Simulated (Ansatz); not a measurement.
# BFGaHO: the cost of one run

Method: the settings change from run to run; program: Ansatz 0.2.0, Gaussian basis.

## Step 1: The relaxed structure

The geometry comes from an earlier relaxation with PBE0-D4 in a triple-zeta def2 set; it is a stationary point.

SMILES `F[B]1[O][GaH]1`, 5 atoms, charge 0, spin multiplicity 1.

Atoms are counted from 1 here; the program's logs count them from 0.

Bond lengths: F1–B2 1.311 Å, B2–O3 1.300 Å, B2–Ga4 2.003 Å, O3–Ga4 2.024 Å, Ga4–H5 1.559 Å. Angles: F1–B2–O3 137.0°, F1–B2–Ga4 150.9°, O3–B2–Ga4 72.1°, B2–O3–Ga4 70.3°, B2–Ga4–O3 37.7°, B2–Ga4–H5 152.3°, O3–Ga4–H5 114.7°.

## Step 2: BCCD(T)/def2-SVP

Options: charge +1, multiplicity 2, atoms shaken by 0.15 Å, density fitting with cc-pVTZ-jkfit, correlated electrons set to all.

Input file in.yaml:

```yaml
crystal:
  periodic: [false, false, false]
  atoms:
    - {symbol: F, position_ang: [0.959024, -1.351827, 1.225991]}
    - {symbol: B, position_ang: [0.254363, -0.817904, 0.651635]}
    - {symbol: O, position_ang: [0.197475, -0.886034, -0.533758]}
    - {symbol: Ga, position_ang: [-0.156291, 0.739467, -0.151250]}
    - {symbol: H, position_ang: [-1.027320, 1.962494, -1.301912]}
basis:
  gaussian: {orbitals: def2-SVP, fitting: {mean_field: cc-pVTZ-jkfit}}
total_charge: 1
magnetization: {spin_polarized: true, initial_magnetization: 1}
hamiltonian: {xc: {name: HF}}
correlation: {method: bccd_t, electrons: all}
```

Run with:

```console
$ ansatz run in.yaml --threads 2 --pin off --events-out ev --progress --plain --max-ram 4352MiB
```

What time and memory should one allow on 2 threads of Arm Neoverse V1, shared host?

About 94 s, with a peak of 1.2 GiB.
